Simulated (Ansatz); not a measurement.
# F5HOW: vertical ionisation energy

Aim: the vertical ionisation energy of F5HOW, as cation minus neutral at the neutral's geometry, on several levels, and how well −ε(HOMO) stands in for it.

Program: Ansatz 0.2.0, Gaussian basis. Level of theory: unrestricted cation, the program's frozen cores in correlated methods. These are calculated values, not measurements.

Levels to be run: UKS PBE-D4/def2-TZVPP; UKS r2SCAN-D4/def2-TZVPP; UKS PBE0-D4/def2-TZVPP; UKS B3LYP-D4/def2-TZVPP; UKS wB97X-V/def2-TZVPP; UKS wB97M-V/def2-TZVPP; UKS B2PLYP/def2-TZVPP; UHF-CCSD(T)/def2-TZVPP; UHF-MP2/def2-QZVPP; extrapolation to the limit; then −ε(HOMO) from the neutral's earlier runs with LDA (SPW92), PBE-D4, revPBE-D4, BLYP-D4, r2SCAN-D4, B97M-V, PBE0-D4, B3LYP-D4, r2SCANh-D4, r2SCAN0-D4, HSE06-D4, BHLYP-D4, CAM-B3LYP-D4, LC-ωPBE, ωB97X-V, ωB97M-V.

### 1 The geometry

All runs share one geometry, relaxed beforehand with PBE0-D4 in a triple-zeta def2 set. W takes the def2 core potential; no spin-orbit term is included.

SMILES `[OH][W]([F])([F])([F])([F])[F]`, 8 atoms, charge 0, spin multiplicity 1.

Atoms are counted from 1 here; the program's logs count them from 0.

Bond lengths: O1–W2 1.819 Å, O1–H8 0.956 Å, W2–F3 1.846 Å, W2–F4 1.846 Å, W2–F5 1.842 Å, W2–F6 1.846 Å, W2–F7 1.846 Å. Angles: W2–O1–H8 179.8°, O1–W2–F3 92.2°, O1–W2–F4 92.1°, O1–W2–F5 180.0°, O1–W2–F6 92.1°, O1–W2–F7 92.1°, F3–W2–F4 175.7°, F3–W2–F5 87.9°, F3–W2–F6 89.9°, F3–W2–F7 89.9°, F4–W2–F5 87.8°, F4–W2–F6 89.9°, F4–W2–F7 89.9°, F5–W2–F6 87.9°, F5–W2–F7 87.9°, F6–W2–F7 175.7°.

Geometry (Å):

```
atom    x (Å)    y (Å)    z (Å)
  O1  -0.6562  -1.2816   0.4520
  W2   0.1348   0.2628  -0.0922
  F3   1.4182   0.1529   1.2296
  F4  -1.0887   0.4898  -1.4551
  F5   0.9356   1.8271  -0.6443
  F6  -0.9247   1.2802   1.0252
  F7   1.2544  -0.6380  -1.2504
  H8  -1.0734  -2.0933   0.7353
```

### 2 Cation, UKS PBE-D4/def2-TZVPP

Contents of in.yaml:

```yaml
crystal:
  periodic: [false, false, false]
  atoms:
    - {symbol: O, position_ang: [-0.656192, -1.281610, 0.451990]}
    - {symbol: W, position_ang: [0.134840, 0.262797, -0.092168]}
    - {symbol: F, position_ang: [1.418210, 0.152853, 1.229575]}
    - {symbol: F, position_ang: [-1.088745, 0.489835, -1.455145]}
    - {symbol: F, position_ang: [0.935613, 1.827146, -0.644265]}
    - {symbol: F, position_ang: [-0.924722, 1.280211, 1.025178]}
    - {symbol: F, position_ang: [1.254377, -0.637990, -1.250423]}
    - {symbol: H, position_ang: [-1.073392, -2.093253, 0.735258]}
basis:
  gaussian: {orbitals: def2-TZVPP}
total_charge: 1
magnetization: {spin_polarized: true, initial_magnetization: 1}
hamiltonian: {xc: pbe, dispersion: d4}
```

Launch:

```
ansatz run in.yaml --threads 2 --pin off --events-out ev --progress --plain --max-ram 22528MiB --backend cpu
```

Further steps of the session: Cation, UKS r2SCAN-D4/def2-TZVPP; Cation, UKS PBE0-D4/def2-TZVPP; Cation, UKS B3LYP-D4/def2-TZVPP; Cation, UKS wB97X-V/def2-TZVPP; Cation, UKS wB97M-V/def2-TZVPP; Cation, UKS B2PLYP (frozen core)/def2-TZVPP; Cation, UHF-CCSD(T)/def2-TZVPP; Cation, UHF-MP2/def2-QZVPP.

Q: Predict the results of all the runs planned. Wanted: ionisation energy, CCSD(T)/CBS; nearest functional by difference; nearest −ε(HOMO); −ε(HOMO) of PBE; T1 of the cation.

**Answer**, as computed:

| quantity | value |
| --- | --- |
| ionisation energy, CCSD(T)/CBS | 14.07 eV |
| nearest functional by difference | ωB97X-V (-0.19 eV) |
| nearest −ε(HOMO) | ωB97X-V (-0.13 eV) |
| −ε(HOMO) of PBE | 9.49 eV |
| T1 of the cation | 0.031 |

What this shows: Energy differences with functionals land within 1.32 eV of the reference. −ε(HOMO) of PBE misses by 4.6 eV, since self-interaction lifts the level. Among orbital estimates ωB97X-V comes nearest. Hartree-Fock falls 1.08 eV short, as the neutral has more correlation energy than the cation. The cation's T1 (from the report) is 0.031, near the customary mark of 0.045 for open shells, so the coupled-cluster value is less safe. The cation may have settled in a state other than its lowest; no search over hole states beyond the program's own was made. Correlated methods include outer-core shells of W, which these sets cover unevenly.
